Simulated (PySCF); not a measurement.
# C2H7GaS: the cost of one run

The runs use PySCF 2.14.0, with density-fitted response routines of our own; the level of theory stands in each step. All values are computed, except where a source is named. Atoms are numbered from 0 throughout.

1 further run of the same task is left out (for a known fault of the program).

## 1. The molecule as given

11 atoms, charge 0, multiplicity 1; geometry from: PBE0-D3(BJ)/def2-SVP.

Bonds of the start (Å): C0–S1 1.82, S1–Ga2 2.20, Ga2–C3 1.96, C0–H4 1.10, C0–H5 1.10, C0–H6 1.10, Ga2–H7 1.57, C3–H8 1.10, C3–H9 1.10, C3–H10 1.10.

## 2. Nuclear shieldings: PBE0/pcSseg-2

Job settings and geometry (Å):

```
{"job": {"kind": "nmr", "xc": "PBE0", "basis": "pcSseg-2", "pop": false}, "charge": 0, "multiplicity": 1}
C     -2.474591    -0.120290     0.284886
S     -0.922990    -0.809613     0.950548
Ga     0.633706     0.280219    -0.157646
C      2.499998    -0.124931     0.286025
H     -3.106999    -0.946966    -0.066831
H     -3.005375     0.418555     1.081777
H     -2.288233     0.568016    -0.550996
H      0.098600     1.307530    -1.219345
H      2.628361    -1.195100     0.505664
H      2.794995     0.438902     1.185657
H      3.179992     0.157707    -0.530295
```

Method: GIAO PBE0/pcSseg-2 NMR shielding, non-relativistic, gas phase.

Started as:

```sh
> OMP_NUM_THREADS=1 python probes_run.py task.json out
```

One launch serves the whole session: the jobs run in the order shown.

**Question.** How long does this first job take on 1 thread of Arm Neoverse V1, shared host, and how much memory does it need?

About 32 s, with a peak of 1.1 GiB.
